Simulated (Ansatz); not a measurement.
**AlPt (Pm-3m): relaxation of cell and ions from a Python script**

What cell does AlPt (Pm-3m) relax to? Aim: a relaxation of cell and ions, for AlPt (Pm-3m), run from a script.

All numbers are computed with Ansatz 0.2.0, driven from Python. Level of theory: DFT PBEsol+D3(BJ), plane waves, PAW.

### Step 1. The structure

It takes space group Pm-3m (No. 221, cubic). Conventional cell: a = 3.092 Å, b = 3.092 Å, c = 3.092 Å, α = 90.00°, β = 90.00°, γ = 90.00°. Al (site symmetry m-3m) has 8 Pt at 2.68 Å in its first shell of neighbours. Around Pt (site symmetry m-3m) lie 8 Al at 2.68 Å.

No structure file is read: the coordinates are typed or built in the script.

### Step 2. The script

vcrelax_alpt.py reads:

```python
import warnings

import ansatz as az
from ase import Atoms
from ase.io import write
from ase.neighborlist import neighbor_list
import numpy as np

params = {
    "kgrid": (9, 9, 9),
    "functional": "PBEsol",
    "dispersion": "d3bj",
    "filling": "Fermi-Dirac",
    "width_ev": 0.3,
}

def edges_and_angles(cell):
    cell = np.asarray(cell)
    a, b, c = np.linalg.norm(cell, axis=1)
    cosines = cell[1] @ cell[2] / (b * c), cell[0] @ cell[2] / (a * c), cell[0] @ cell[1] / (a * b)
    return (a, b, c, *np.degrees(np.arccos(cosines)))

warnings.simplefilter("ignore", az.DeckWarning)

lattice = az.Lattice.of(
    (3.09155, 0.0, 0.0),
    (0.0, 3.09155, 0.0),
    (0.0, 0.0, 3.09155),
)
sites = [
    ("Al", (0.0, 0.0, 0.0)),
    ("Pt", (0.5, 0.5, 0.5)),
]
structure = az.Crystal(lattice=lattice)
for symbol, position in sites:
    structure = structure.atom(symbol, position)

base = (
    structure.calculation()
    .basis(18 * az.Ha)
    .kpoints(*params["kgrid"], shift=0.5)
    .functional(params["functional"], dispersion=params["dispersion"])
    .occupations(params["filling"], width=params["width_ev"])
    .relax(max_steps=40, density_extrapolation="transplant", cell=True)
)
steps = []


def collect(event):
    if event["event"] == "relax_step":
        steps.append(event["data"])


res = base.session().plan().execute(on_event=collect)
r = res.report
for s in steps:
    flag = "" if s["accepted"] else "  (rejected)"
    print("step %2d  E = %.5f eV  largest force component = %.4f eV/A%s" % (s["step"], s["lagrangian_ev"], s["allowed_force_max_ev_ang"], flag))

first, last = steps[0], steps[-1]
symbols = [site.symbol for site in res.lattice.sites]
print(f"energy gained {first['lagrangian_ev'] - last['lagrangian_ev']:.4f} eV in {len(steps) - 1} steps")
for label, vectors in (("before", first["cell_ang"]), ("after", res.lattice.cell_ang)):
    print(label, "a b c (A) {:.4f} {:.4f} {:.4f}  angles {:.2f} {:.2f} {:.2f}".format(*edges_and_angles(vectors)), f" V = {abs(np.linalg.det(vectors)):.3f} A^3")
print("final stress xx yy zz (GPa, compression positive):", np.round(np.diag(r["stress_gpa"]), 3) + 0.0)

relaxed = Atoms(symbols, positions=[site.position_ang for site in res.lattice.sites], cell=res.lattice.cell_ang, pbc=True)
write("relaxed.cif", relaxed, format="cif")

final = Atoms(symbols, positions=last["positions_ang"], cell=res.lattice.cell_ang, pbc=True)
i, j, d = neighbor_list("ijd", final, 4.5)
print("neighbours within 1.15 times the shortest distance of each atom (A)")
for atom in range(len(final)):
    near = [m for m in np.argsort(d) if i[m] == atom]
    shell = [m for m in near if d[m] < 1.15 * d[near[0]]]
    print(f"{symbols[atom]}{atom} ({len(shell)}):", ", ".join(f"{symbols[j[m]]} {d[m]:.3f}" for m in shell))

print("relaxed fractional positions")
for site in res.lattice.sites:
    print(f"  {site.symbol:2s}", " ".join(f"{v % 1:8.5f}" for v in np.round(site.position_frac, 5)))

energy = r["free_energy_ev"]
print("F of the AlPt cell: {:.6f} eV = {:.6f} Ry = {:.6f} Ha".format(energy, energy / 13.605693, energy / 27.211386))
print("Fermi level {:.4f} eV, {} k-points, {} symmetry operations".format(r["fermi_energy_ev"], r["n_kpoints"], r["n_symmetry_ops"]))
```

### Step 3. The calls as engine input

The package turns the script's settings into the engine's input:

```yaml
crystal:
  lattice:
    - [3.09155, 0.0, 0.0]
    - [0.0, 3.09155, 0.0]
    - [0.0, 0.0, 3.09155]
  atoms:
    - { symbol: Al, position: [0.0, 0.0, 0.0] }
    - { symbol: Pt, position: [0.5, 0.5, 0.5] }
basis:
  ecutwfc: 489.804952427784
kpoints:
  mp_grid:
    grid: [9, 9, 9]
    shift: [0.5, 0.5, 0.5]
hamiltonian:
  xc: pbesol
  dispersion: d3bj
scf:
  occupations:
    method: fermi_dirac
    width: 0.3
relax:
  max_steps: 40
  density_extrapolation: transplant
  cell: {}
```

### Step 4. Running it

Run with:

```
python vcrelax_alpt.py
```

Standard output:

```text
step  1  E = -12911.39565 eV  largest force component = 0.0000 eV/A
step  2  E = -12911.42051 eV  largest force component = 0.0000 eV/A
step  3  E = -12911.45872 eV  largest force component = 0.0000 eV/A
step  4  E = -12911.45920 eV  largest force component = 0.0000 eV/A
step  5  E = -12911.45900 eV  largest force component = 0.0000 eV/A
energy gained 0.0634 eV in 4 steps
before a b c (A) 3.0915 3.0915 3.0915  angles 90.00 90.00 90.00  V = 29.548 A^3
after a b c (A) 3.0309 3.0309 3.0309  angles 90.00 90.00 90.00  V = 27.842 A^3
final stress xx yy zz (GPa, compression positive): [-0.018 -0.018 -0.018]
neighbours within 1.15 times the shortest distance of each atom (A)
Al0 (8): Pt 2.625, Pt 2.625, Pt 2.625, Pt 2.625, Pt 2.625, Pt 2.625, Pt 2.625, Pt 2.625
Pt1 (8): Al 2.625, Al 2.625, Al 2.625, Al 2.625, Al 2.625, Al 2.625, Al 2.625, Al 2.625
relaxed fractional positions
  Al  0.00000  0.00000  0.00000
  Pt  0.50000  0.50000  0.50000
F of the AlPt cell: -12911.459000 eV = -948.974742 Ry = -474.487371 Ha
Fermi level 18.1682 eV, 35 k-points, 48 symmetry operations
```

Wall time 6.5 s (1 thread of Arm Neoverse V1, shared host); peak memory 0.42 GiB.

It wrote relaxed.cif:

```cif
data_image0
_chemical_formula_structural       AlPt
_chemical_formula_sum              "Al1 Pt1"
_cell_length_a       3.0308509738237097
_cell_length_b       3.0308509738237097
_cell_length_c       3.0308509738237097
_cell_angle_alpha    90.0
_cell_angle_beta     90.0
_cell_angle_gamma    90.0

_space_group_name_H-M_alt    "P 1"
_space_group_IT_number       1

loop_
  _space_group_symop_operation_xyz
  'x, y, z'

loop_
  _atom_site_type_symbol
  _atom_site_label
  _atom_site_symmetry_multiplicity
  _atom_site_fract_x
  _atom_site_fract_y
  _atom_site_fract_z
  _atom_site_occupancy
  Al  Al1       1.0  0.0  0.0  1.5574145205373877e-35  1.0000
  Pt  Pt1       1.0  0.5  0.5  0.5  1.0000
```

### Step 5. Size and end state of the run

The report of the run holds:

| item | value |
| --- | --- |
| SCF cycles in all | 30 |
| k-points solved | 35 |
| plane waves | 691 |
| bands | 16 |
| valence electrons | 21 |
| free energy (eV) | -12911.45900 |
| Fermi level (eV) | 18.168 |
| pressure (GPa; positive when compressed) | -0.02 |

### Step 6. The relaxation, step by step

The steps of the relaxation:

| step | E - E(step 1) (eV/cell) | largest force component (eV/Å) | pressure (GPa) | volume (Å³) |
| --- | --- | --- | --- | --- |
| 1 | 0.0000 | 0.0000 | -11.22 | 29.55 |
| 2 | -0.0249 | 0.0000 | 10.71 | 26.63 |
| 3 | -0.0631 | 0.0000 | -1.06 | 27.98 |
| 4 | -0.0636 | 0.0000 | -0.01 | 27.84 |
| 5 | -0.0634 | 0.0000 | -0.02 | 27.84 |

Step 1 is the start. Step 5 repeats the geometry before it on a plane-wave basis chosen anew for that cell, so its energy need not be comparable with the rows above.

|  | before | after | change |
| --- | --- | --- | --- |
| a (Å) | 3.092 | 3.031 | -2.0 % |
| b (Å) | 3.092 | 3.031 | -2.0 % |
| c (Å) | 3.092 | 3.031 | -2.0 % |
| volume (Å³/atom) | 14.77 | 13.92 | -5.8 % |
| shortest distance (Å) | 2.677 | 2.625 | -2.0 % |
| space group (0.01 Å) | Pm-3m | Pm-3m | same |

The run keeps the 48 symmetry operations of the start, so it could not have lowered the symmetry.

### Step 7. Outcome

| quantity | value |
| --- | --- |
| free energy | -12911.4590 eV (-6455.7295 eV/atom) |
| moves of the relaxation | 3 |
| energy gained (ahead of the last change of basis) | 31.8 meV/atom |
| last largest force component | 0.0000 eV/Å |
| relaxed conventional cell | a = 3.031 Å, b = 3.031 Å, c = 3.031 Å, α = 90.00°, β = 90.00°, γ = 90.00° |
| space group at the end | Pm-3m |

In words: The volume shrank by 5.8 % over 3 moves, and the space group stayed Pm-3m. Forces vanish by symmetry, so the ions can't move, and the end may be a saddle. The mesh is modest for a metal, so energies can be off by several to tens of meV an atom and pressures by half a GPa or more; differences at equal mesh fare better. An absolute Fermi energy rests on an arbitrary zero of the periodic potential and has no direct meaning. Energies along a relaxation are free energies. Rows at an unchanged volume are solved on a plane-wave basis chosen afresh for that cell, so the energy jumps there and such rows are no steps of the walk. The smearing is wide enough that free energy and stress hold a thermal part of the electrons. Spin-orbit coupling, which matters for elements this heavy, is left out. This cell is a computed structure, which may not be the phase found in nature.
